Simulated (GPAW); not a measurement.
## NaBe2Se2 in GPAW: the effect of strain

The system is NaBe2Se2.

```
Na Be Se
1.0
     3.67228   -0.03672    0.00000
    -1.86794    3.19864    0.00000
     0.00000    0.00000    8.01116
Na Be Se
1 2 2
Direct
  0.00000 0.00000 0.50000
  0.33333 0.66667 0.14639
  0.33333 0.66667 0.85361
  0.66667 0.33333 0.22852
  0.66667 0.33333 0.77148
```

The cell was built by a generator and needn't be a form met in nature.

The cell isn't the ideal one: strain = -0.02.

Alike in all runs:

* Program: GPAW 26.7.0
* Task: single point
* Functional: PBE
* Potentials or basis: GPAW PAW data sets (gpaw-data 1.2.1)
* Cutoff: 800 eV
* Basis: pw
* k mesh: 6 × 6 × 3
* Occupations: fermi-dirac, width 0.05 eV
* Spin: no spin polarisation
* Maxiter: 150

```csv
strain,pressure (GPa),largest force (eV/Å)
-0.02,0.3,0.09
-0.04,?,?
0.02,0.3,0.09
```

**Question.** What does the run with strain -0.04 give?

**Answer.** Pressure 0.4 GPa; largest force 0.17 eV/Å.

Caveats: the density grid can change from cell to cell, which puts small steps into energies and stress.
